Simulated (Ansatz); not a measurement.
# WTe (antiPbO): from the first guess to the electronic structure

Task: find the zero-pressure cell of WTe (antiPbO) and describe its electrons. The start comes from a prototype table, not from a measured structure.

Method: DFT PBEsol, scalar-relativistic, plane waves, PAW, in Ansatz 0.2.0.

4 further runs of the same task are left out: 3 that didn't finish, 1 set aside as unsound or not needed.

## 1. The structure to begin with

The structure is tetragonal, space group P4/nmm (No. 129). Conventional cell: a = 4.191 Å, b = 4.191 Å, c = 6.137 Å, α = 90.00°, β = 90.00°, γ = 90.00°. Around W (site symmetry -4m2) lie 4 Te at 2.66 Å and 4 W at 2.96 Å. Te (site symmetry 4mm) is surrounded by 4 W at 2.66 Å.

Coordinates:

```xyz
4
Lattice="4.1913 0.0000 0.0000 0.0000 4.1913 0.0000 0.0000 0.0000 6.1369" Properties=species:S:1:pos:R:3 pbc="T T T"
W     0.0000    0.0000    0.0000
W     2.0957    2.0957    0.0000
Te    2.0957    0.0000    1.6386
Te    0.0000    2.0957    4.4984
```

The moments start at W 2.00 μB.

## 2. Relaxing cell and atoms

File input.yaml:

```yaml
crystal:
  lattice:
    - [4.191327622, 0.0, 0.0]
    - [0.0, 4.191327622, 0.0]
    - [0.0, 0.0, 6.1369041044]
  atoms:
    - { symbol: W, position: [0.0, 0.0, 0.0], spin: 2.0 }
    - { symbol: W, position: [0.5, 0.5, 0.0], spin: 2.0 }
    - { symbol: Te, position: [0.5, 0.0, 0.267] }
    - { symbol: Te, position: [0.0, 0.5, 0.733] }
basis:
  ecutwfc: 420
  ecutrho_ratio: 4
kpoints:
  mp_grid: { grid: [8, 8, 6] }
hamiltonian:
  xc: pbesol
scf:
  occupations: { method: gaussian, width: 0.05 }
output:
  forces: true
  stress: true
  eigenvalues: true
  populations: true
magnetization:
  spin_polarized: true
relax:
  f_tol: 0.01
  max_steps: 60
  cell: { stress_tol: 0.04 }
```

Further steps of the session: A single point with the electronic structure.

Q: Predict the outcome of this session. Wanted: space group; conventional cell; volume; pressure; gap; states at the Fermi level.

**Answer**, as computed:

```
                 quantity                                                                      value
              space group                                                           P4/nmm (No. 129)
        conventional cell  a = 3.862 Å, b = 3.862 Å, c = 6.689 Å, α = 90.00°, β = 90.00°, γ = 90.00°
                   volume                                                             24.941 Å³/atom
                 pressure                                                                   0.01 GPa
                      gap                                                               none (metal)
states at the Fermi level                                                        2.5 per eV per cell
```

In words: From the first run shown, the volume went from 26.95 to 24.94 Å³/atom (-7.5 %) in one relaxation, where the pressure is zero within 0.01 GPa. The shape changed strongly (edges by -8, -8, +9 %), so the end may no longer be the structure type named at the start. It comes out metallic; the largest share of the states at the Fermi level is W 5d (89 % of the projected weight). Spin–orbit coupling is left out, though the cell holds W; in elements this heavy it can shift levels and gaps by tenths of an eV. A run loses the moments it was seeded with; other starts can end magnetic. No dispersion term is included, so distances between weakly bound layers or units are the least certain numbers.
